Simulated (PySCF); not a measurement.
# Er(OH)3: other functionals and bases at one geometry

The task here is to estimate one member of a computed series from the others.

Computed with PySCF 2.14.0. Level: several levels, as the steps say, no spin–orbit coupling.

2 further runs of the same task are left out: 1 for a known fault of the program, 1 that didn't finish.

**Starting geometry**

7 atoms, charge 0, spin multiplicity 1.

Bond lengths: Er1–O2 2.032 Å, Er1–O4 2.032 Å, Er1–O6 2.032 Å, O2–H3 0.967 Å, O4–H5 0.967 Å, O6–H7 0.967 Å. Angles: O2–Er1–O4 120.0°, O2–Er1–O6 120.0°, O4–Er1–O6 120.0°, Er1–O2–H3 179.3°, Er1–O4–H5 179.3°, Er1–O6–H7 179.3°.

Geometry (Å):

```
Er    0.00000    0.00000    0.10494
O     2.03209    0.00000    0.13792
H     2.99839    0.00000    0.16571
O    -1.01604    1.75984    0.13792
H    -1.49919    2.59668    0.16571
O    -1.01605   -1.75984    0.13792
H    -1.49920   -2.59668    0.16571
```

Formal oxidation states: Er +3. Each metal's 11 4f electrons lie in its core potential, so multiplicities, spins and levels count the valence alone. An earlier session relaxed this geometry at BP86, Er lcecp-1-SVP with ECP57, O def2-SVP, H def2-SVP (singlet, point group C3v).

At BP86 on the finer grid: E = -265.795916 Eh, HOMO -6.04 eV, LUMO -2.01 eV, Mulliken charge on Er1 +0.85 e, largest force component 0.005 eV/Å. 

Levels to run: M06-L; HF; BLYP; CAM-B3LYP; BP86, TZVP. Hardware: 2 threads of Arm Neoverse V2, shared host.

Set-up of the first run:

run.py (the lines that set the calculation)

```python
mol = gto.M(atom='''
Er     0.00000     0.00000     0.10494
O      2.03209     0.00000     0.13792
H      2.99839     0.00000     0.16571
O     -1.01604     1.75984     0.13792
H     -1.49919     2.59668     0.16571
O     -1.01605    -1.75984     0.13792
H     -1.49920    -2.59668     0.16571''',
    basis={'Er': 'lcecp-1-SVP', 'O': 'def2-SVP', 'H': 'def2-SVP'},
    ecp={'Er': 'lcecp-1-SVP'},
    charge=0, spin=0)
mf = dft.RKS(mol, xc='M06L')
mf.grids.atom_grid = (75, 302)  # f atoms: unpruned, at least (60, 302)
mf = mf.density_fit()  # fitting sets: Er AutoAux, O def2-universal-JKFIT, H def2-universal-JKFIT
mf.conv_tol = 1e-08; mf.max_cycle = 55
mf.kernel(dm0)  # dm0: the density of the relaxed state
```

Run with:

```console
> OMP_NUM_THREADS=2 python run.py
```

Among the steps run: M06-L; HF; BLYP; CAM-B3LYP; BP86, TZVP.

One table of the session follows, with a row left open; its other results are not shown here.

| level | HOMO (eV) | gap (eV) | charge on Er1 (e) | dipole (D) | largest force component (eV/Å) |
| --- | --- | --- | --- | --- | --- |
| BP86 (relaxed here) | -6.04 | 4.03 | 0.85 | 0.11 | 0.00 |
| M06-L | ? | ? | ? | ? | ? |
| HF | -11.96 | 12.86 | 1.55 | 0.15 | 1.94 |
| BLYP | -5.81 | 3.71 | 0.81 | 0.11 | 0.21 |
| CAM-B3LYP | -9.08 | 8.45 | 1.02 | 0.12 | 0.55 |
| BP86, TZVP | -6.35 | 4.31 | 1.53 | 0.12 | 0.31 |

Q: Estimate the row for M06-L from the others.

The run gave: HOMO (eV): -6.10; gap (eV): 5.36; charge on Er1 (e): 1.21; dipole (D): 0.12; largest force component (eV/Å): 0.69. In the column «HOMO (eV)» it lies between BP86, TZVP (-6.35) and BP86 (relaxed here) (-6.04).

In one basis the HOMO–LUMO gap runs from 3.71 eV (BLYP) to 12.86 eV (HF). The largest leftover force, 1.94 eV/Å with HF, stands at a geometry relaxed at another level. With 4f in the core, its levels are missing from HOMO and gap, and its count is fixed, so no charge can pass from the ligands into it. Total energies of different levels can't be compared.
